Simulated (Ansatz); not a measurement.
# C2H6SSi2: the cost of one run

All numbers below are computed with Ansatz 0.2.0 (RKS PBE0-D4/def2-mTZVP).

## (1) The system as given

Bond lengths: Si1–Si2 2.227 Å, Si2–C3 1.846 Å, C3–C4 1.387 Å, Si2–S5 2.122 Å, C4–S5 1.788 Å, Si1–H6 1.564 Å, Si1–H7 1.483 Å, Si1–H8 1.438 Å, Si2–H9 1.534 Å, C3–H10 1.110 Å, C4–H11 1.032 Å. Angles (14 of 19 angles, heavy atoms first): Si1–Si2–C3 113.4°, Si1–Si2–S5 116.3°, C3–Si2–S5 77.0°, Si2–C3–C4 101.2°, C3–C4–S5 101.9°, Si2–S5–C4 79.6°, Si1–Si2–H9 117.3°, C3–Si2–H9 113.7°, S5–Si2–H9 112.8°, Si2–Si1–H6 110.5°, Si2–Si1–H7 113.0°, Si2–Si1–H8 112.3°, Si2–C3–H10 129.8°, C4–C3–H10 128.4°.

Structure file:

```xyz
11

Si   -1.8879   -0.0161    0.6111
Si    0.2634    0.5545    0.5248
C     1.3355   -0.7437   -0.2312
C     1.8318   -0.0721   -1.3391
S     0.9220    1.4662   -1.2741
H    -2.7795    1.2465    0.8476
H    -2.3823   -0.6028   -0.6584
H    -2.1716   -0.9172    1.6955
H     0.8701    1.2031    1.7755
H     1.6363   -1.7356    0.1657
H     2.4276   -0.4397   -2.0967
```

## (2) End point A

File input.yaml:

```yaml
crystal:
  periodic: [false, false, false]
  atoms:
    - { symbol: Si, position_ang: [-1.8879, -0.0161, 0.6111] }
    - { symbol: Si, position_ang: [0.2634, 0.5545, 0.5248] }
    - { symbol: C, position_ang: [1.3355, -0.7437, -0.2312] }
    - { symbol: C, position_ang: [1.8318, -0.0721, -1.3391] }
    - { symbol: S, position_ang: [0.922, 1.4662, -1.2741] }
    - { symbol: H, position_ang: [-2.7795, 1.2465, 0.8476] }
    - { symbol: H, position_ang: [-2.3823, -0.6028, -0.6584] }
    - { symbol: H, position_ang: [-2.1716, -0.9172, 1.6955] }
    - { symbol: H, position_ang: [0.8701, 1.2031, 1.7755] }
    - { symbol: H, position_ang: [1.6363, -1.7356, 0.1657] }
    - { symbol: H, position_ang: [2.4276, -0.4397, -2.0967] }
basis:
  gaussian: { orbitals: def2-mTZVP }
hamiltonian:
  xc: pbe0
  dispersion: d4
relax:
  f_tol: 0.015
  max_steps: 40
```

Started as:

```console
$ ansatz run input.yaml --threads 2 --pin off --max-ram 3072MiB --backend cpu --events-out ev --progress --plain --runs-dir out
```

Q: Estimate wall time and peak memory on 2 threads of AMD EPYC 9R45 (Zen 5), shared host.

About 15 s, with a peak of 0.31 GiB.
